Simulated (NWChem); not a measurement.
**GeH3Cl (chlorogermane): levels of theory compared**

Wanted: a comparison of 5 runs (HF/3-21G, HF/def2-SVP, B3LYP/6-31G*, PBE0/def2-SVP, BP86/def2-TZVP) of GeH3Cl (chlorogermane). 

The calculation is run with NWChem 7.3.0.

1 further run of the same task is left out (it didn't finish).

## 1. The molecule

GeH3Cl: 5 atoms, total charge 0, spin state singlet. As SMILES, `[Cl][GeH3]`. The coordinates come from a PBE0-D4/def2-TZVP relaxation.

Bond lengths: Cl1–Ge2 2.155 Å, Ge2–H3 1.532 Å, Ge2–H4 1.532 Å, Ge2–H5 1.532 Å. Angles: Cl1–Ge2–H3 107.1°, Cl1–Ge2–H4 107.1°, Cl1–Ge2–H5 107.1°, H3–Ge2–H4 111.7°, H3–Ge2–H5 111.7°, H4–Ge2–H5 111.7°.

## 2. Energy and forces at HF/3-21G (run 1)

run.py reads:

```python
from ase import Atoms
from ase.calculators.nwchem import NWChem

mol = Atoms(['Cl', 'Ge', 'H', 'H', 'H'], positions=[
    [-1.875800, -0.025100, 0.641300],
    [0.161800, -0.013900, -0.060600],
    [0.160400, 0.656200, -1.438100],
    [0.619000, -1.473700, -0.140600],
    [0.984500, 0.782900, 0.956700],
])

calc = NWChem(
    label='nw',
    theory='scf',
    memory='2200 mb',
    basis='3-21G',
    basispar='spherical bse',
    scf={'nopen': '0', 'rhf': None, 'thresh': '1e-08', 'maxiter': '80'},
)
mol.calc = calc

forces = mol.get_forces()
e = mol.get_potential_energy()
print(f"E = {e:.6f} eV")
print("forces (eV/A):")
for s, f in zip(mol.symbols, forces):
    print(f"{s:2s} {f[0]:10.5f} {f[1]:10.5f} {f[2]:10.5f}")
print("dipole (e A):", mol.get_dipole_moment().round(4))
```

Command:

```sh
$ export ASE_NWCHEM_COMMAND="nwchem PREFIX.nwi > PREFIX.nwo"
$ python run.py
```

Log:

```text
E = -68692.309433 eV
forces (eV/A):
Cl   -1.49314   -0.00823    0.51417
Ge    1.55032    0.00931   -0.53314
H     0.00807   -0.04268    0.08479
H    -0.02093    0.09235    0.00206
H    -0.04438   -0.05075   -0.06783
dipole (e A): [ 0.6553  0.0036 -0.2258]
```

The calculator wrote nw.nwi:

```
title "nw"

permanent_dir nw

scratch_dir nw

start nw

geometry units angstrom nocenter noautosym noautoz
  Cl -1.8757999999999999e+00 -2.5100000000000001e-02 6.4129999999999998e-01
  Ge 1.6180000000000000e-01 -1.3899999999999999e-02 -6.0600000000000001e-02
  H  1.6039999999999999e-01 6.5620000000000001e-01 -1.4380999999999999e+00
  H  6.1899999999999999e-01 -1.4737000000000000e+00 -1.4060000000000000e-01
  H  9.8450000000000004e-01 7.8290000000000004e-01 9.5669999999999999e-01
end

memory 2200 mb

basis spherical bse noprint
   * library 3-21G
end

scf
  nopen 0
  rhf
  thresh 1e-08
  maxiter 80
end

task scf gradient
```

nw.nwo, shortened:

```text
[...]
      One-electron energy =  -3869.555272625397
[... 1 line left out ...]
 Nuclear repulsion energy =    176.393834697616
[... 44 lines left out ...]
                       ROHF Final Molecular Orbital Analysis
[... 193 lines left out ...]
     1   1 0 0      1.238389      0.000000    -47.143183
[...]
  wavefunction    =   RHF
                         RHF ENERGY GRADIENTS
    atom               coordinates                        gradient
                 x          y          z           x          y          z
   1 Cl     -3.544748  -0.047432   1.211881    0.029037   0.000160  -0.009999
   2 Ge      0.305758  -0.026267  -0.114517   -0.030149  -0.000181   0.010368
   3 H       0.303112   1.240038  -2.717615   -0.000157   0.000830  -0.001649
   4 H       1.169740  -2.784889  -0.265695    0.000407  -0.001796  -0.000040
   5 H       1.860435   1.479466   1.807901    0.000863   0.000987   0.001319
[...]
```

Run time: 4.2 s. Hardware: 1 thread of Intel Xeon Platinum 8259CL at 2.50GHz (Skylake/Cascade Lake), shared host; peak memory 0.099 GiB.

## 3. Energy and forces at HF/def2-SVP (run 2)

input.nw reads:

```
start input
memory stack 880 mb heap 220 mb global 1100 mb
geometry noautosym nocenter noautoz
  Cl    -1.875800    -0.025100     0.641300
  Ge     0.161800    -0.013900    -0.060600
  H      0.160400     0.656200    -1.438100
  H      0.619000    -1.473700    -0.140600
  H      0.984500     0.782900     0.956700
end
basis spherical bse
  * library def2-SVP
end
scf
  thresh 1e-08
  maxiter 80
  print low
end
task scf gradient
```

Command:

```sh
$ nwchem input.nw > input.out
```

Log:

```text
[...]
  functions       =    65
[...]
  wavefunction    = RHF
[...]
         Total SCF energy =  -2536.237862576191
      One-electron energy =  -3883.344385356188
      Two-electron energy =   1170.712688082381
 Nuclear repulsion energy =    176.393834697617
        Time for solution =     10.6s
[...]
                         RHF ENERGY GRADIENTS
    atom               coordinates                        gradient
                 x          y          z           x          y          z
   1 Cl     -3.544748  -0.047432   1.211881    0.005933   0.000033  -0.002040
   2 Ge      0.305758  -0.026267  -0.114517   -0.005592  -0.000047   0.001908
   3 H       0.303112   1.240038  -2.717615   -0.000790   0.001058  -0.001907
   4 H       1.169740  -2.784889  -0.265695   -0.000068  -0.002302   0.000150
   5 H       1.860435   1.479466   1.807901    0.000515   0.001259   0.001889
 Task  times  cpu:       14.1s     wall:       14.1s
 Total times  cpu:       14.1s     wall:       14.1s
```

Wall time 15 s (1 thread of Intel Xeon Platinum 8259CL at 2.50GHz (Skylake/Cascade Lake), shared host); peak memory 0.1 GiB.

Runs 3 to 4 aren't shown in full; the table further down has their settings and results.

## 4. Energy and gradient at BP86/def2-TZVP (run 5)

job.nw reads:

```
start job
memory total 2200 mb
geometry units angstroms noautosym nocenter noautoz
  Cl    -1.875800    -0.025100     0.641300
  Ge     0.161800    -0.013900    -0.060600
  H      0.160400     0.656200    -1.438100
  H      0.619000    -1.473700    -0.140600
  H      0.984500     0.782900     0.956700
end
basis spherical bse
  * library def2-TZVP
end
dft
  xc becke88 perdew86
  grid fine
  convergence energy 1e-08
  iterations 100
  mulliken
end
task dft gradient
```

Command:

```sh
$ nwchem job.nw > job.out
```

Log:

```text
[...]
          Wavefunction type:  closed shell.
          No. of atoms     :     5
          No. of electrons :    52
[...]
          Charge           :     0
          Spin multiplicity:     1
[...]
          AO basis - number of functions:   103
[...]
              XC Information
              --------------
                    Becke 1988 Exchange Functional  1.000
                Perdew 1981 Correlation Functional  1.000 local
                Perdew 1986 Correlation Functional  1.000 non-local
[...]
 d= 0,ls=0.0,diis     1  -2539.3115262273 -2.72D+03  7.95D-03  1.23D+00     5.7
[...]
 d= 0,ls=0.0,diis    10  -2539.3621575834 -2.12D-09  3.37D-07  4.09D-09    40.6
         Total DFT energy =    -2539.362157583364
      One electron energy =    -3883.233298233737
           Coulomb energy =     1276.186011886924
    Exchange-Corr. energy =     -108.708705934168
 Nuclear repulsion energy =      176.393834697617
[...]
      Total Density - Mulliken Population Analysis
     ---------------------------------------------
    Atom       Charge   Shell Charges
 -----------   ------   -------------------------------------------------------
    1 Cl  17    17.29   2.01  0.43  1.52  1.15  0.81  4.19  1.66  1.14  2.80  1.54  0.01  0.02  0.00
    2 Ge  32    31.77   2.00  2.00  1.17  0.78  0.95  0.48  5.98  4.46  1.54  1.47  0.71  8.82  1.09  0.16  0.12  0.03
    3 H    1     0.98   0.24  0.54  0.20  0.01
    4 H    1     0.98   0.24  0.54  0.20  0.01
    5 H    1     0.98   0.24  0.54  0.20  0.01
[...]
  wavefunction    = closed shell
                         DFT ENERGY GRADIENTS
    atom               coordinates                        gradient
                 x          y          z           x          y          z
   1 Cl     -3.544748  -0.047432   1.211881    0.006732   0.000038  -0.002316
   2 Ge      0.305758  -0.026267  -0.114517   -0.003302  -0.000034   0.001122
   3 H       0.303112   1.240038  -2.717615   -0.000210  -0.001461   0.003081
   4 H       1.169740  -2.784889  -0.265695   -0.001213   0.003194   0.000253
   5 H       1.860435   1.479466   1.807901   -0.002006  -0.001736  -0.002139
[...]
```

Run time: 57 s. Hardware: 1 thread of Intel Xeon Platinum 8259CL at 2.50GHz (Skylake/Cascade Lake), shared host; peak memory 0.13 GiB.

## 5. Overview of the runs

| run | level | Cartesian functions | iteration cap | energy (Eh) | dipole moment (D) | HOMO energy (eV) | LUMO energy (eV) | wall time |
| --- | --- | --- | --- | --- | --- | --- | --- | --- |
| 1 | HF/3-21G | no | 80 | -2524.395831 | 3.33 | -12.07 | 2.68 | 4.2 s |
| 2 | HF/def2-SVP | no | 80 | -2536.237863 | – | – | – | 15 s |
| 3 | B3LYP/6-31G* (Cartesian functions) | yes | 100 | -2538.795672 | 2.21 | -8.38 | -0.61 | 26 s |
| 4 | PBE0/def2-SVP | no | 100 | -2538.210011 | 1.96 | -8.60 | -0.05 | 22 s |
| 5 | BP86/def2-TZVP | no | 100 | -2539.362158 | 1.86 | -7.51 | -1.31 | 57 s |

## 6. What came out

```
                       quantity           value
            run 5: total energy  -2539.36216 Eh
           run 5: dipole moment          1.86 D
             run 5: HOMO energy        -7.51 eV
             run 5: LUMO energy        -1.31 eV
           run 5: HOMO–LUMO gap         6.20 eV
run 5: largest force on an atom      0.366 eV/Å
```

What this shows: Over runs 1, 3, 4, 5 the dipole moment (its size) runs from 1.86 D (BP86/def2-TZVP) to 3.33 D (HF/3-21G). The two ends differ in method and basis. Over runs 1, 3, 4, 5 the HOMO–LUMO gap runs from 6.20 eV (BP86/def2-TZVP) to 14.75 eV (HF/3-21G). Totals of different functionals can't be ranked against each other. All runs together took 2.1 min, the longest 57 s.
